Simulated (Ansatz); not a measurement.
**WO: magnetic order and moments**

An exercise on one series of results from a longer session: the logs are not shown, and one member is left open.

Program: Ansatz 0.2.0. Level of theory: DFT PBE+U, scalar-relativistic, plane waves, PAW. These are calculated values, not measurements.

1 further run of the same task is left out (it didn't finish).

### The system as given

The structure is cubic, space group F-43m (No. 216). Conventional cell: a = 4.357 Å, b = 4.357 Å, c = 4.357 Å, α = 90.00°, β = 90.00°, γ = 90.00°. W (site symmetry -43m) has 4 O at 1.89 Å as nearest neighbours. Around O (site symmetry -43m) lie 4 W at 1.89 Å.

Coordinates:

```
CELL_PARAMETERS angstrom
0.00000 2.17845 2.17845
2.17845 0.00000 2.17845
2.17845 2.17845 0.00000
ATOMIC_POSITIONS crystal
W 0.00000 0.00000 0.00000
O 0.25000 0.25000 0.25000
```

The structure is invented: a known structure type filled with these elements, not a reported compound.

The first run:

(A quick probe on a coarse mesh, which set the mesh and smearing, is not shown.)

Input file input.yaml:

```yaml
crystal:
  lattice:
    - [0.0, 2.1784500668, 2.1784500668]
    - [2.1784500668, 0.0, 2.1784500668]
    - [2.1784500668, 2.1784500668, 0.0]
  atoms:
    - { symbol: W, position: [0.0, 0.0, 0.0], spin: 0.86 }
    - { symbol: O, position: [0.25, 0.25, 0.25], spin: 0.13 }
basis:
  ecutwfc: 420
kpoints:
  mp_grid: { grid: [8, 8, 8] }
hamiltonian:
  xc: pbe
  hubbard: { sites: [{ species: W, l: d, u_eff: 6.2 }] }
scf:
  occupations: { method: gaussian, width: 0.1 }
output:
  forces: true
  stress: true
  eigenvalues: true
  populations: true
magnetization:
  spin_polarized: true
relax:
  adjacent_minimum: "off"
  f_tol: 0.05
  max_steps: 80
  cell: { stress_tol: 0.5 }
```

Command:

```sh
> ansatz run input.yaml --threads 1 --pin off --max-ram 2560MiB --backend cpu --events-out ev --progress --plain --runs-dir out
```

Steps of the session up to this table: Coarse relaxation; Relaxing cell and atoms; Start: no spin polarisation; Magnetic start: ferromagnetic; Start: large parallel starting moments; Start: antiferromagnetic, doubled cell, propagation vector (0, 0, 1/2); Magnetic start: antiferromagnetic, doubled cell, propagation vector (0, 1/2, 1/2); Magnetic start: small parallel starting moments.

One of the session's tables, all rows but one given; the rest of the session is left out.

It belongs to the step «The magnetic starts in order of energy». 

```
                                                            start  energy above the lowest (meV/atom)  gap on the mesh (eV)  pressure (GPa)
  antiferromagnetic, doubled cell, propagation vector (0, 0, 1/2)                                0.00                  0.96            10.3
antiferromagnetic, doubled cell, propagation vector (0, 1/2, 1/2)                                   ?                     ?               ?
                                                    ferromagnetic                                98.4                  1.15             0.0
                                  large parallel starting moments                                98.4                  1.15             0.0
                                  small parallel starting moments                                98.4                  1.15             0.0
                                                          no spin                                 953                 metal            18.8
```

**Question.** Estimate the row for antiferromagnetic, doubled cell, propagation vector (0, 1/2, 1/2).

**Answer.** energy above the lowest (meV/atom): 24.8; gap on the mesh (eV): 0.07; pressure (GPa): 5.8. In the column «energy above the lowest (meV/atom)» it lies between antiferromagnetic, doubled cell, propagation vector (0, 0, 1/2) (0.00) and ferromagnetic (98.4).

Limits of these values: Only these starts were tried, so a lower state is not ruled out. Other magnetic orders or occupations could lie lower; they were not searched in full. Warnings in the runs' records: filled band counts differ across k points.
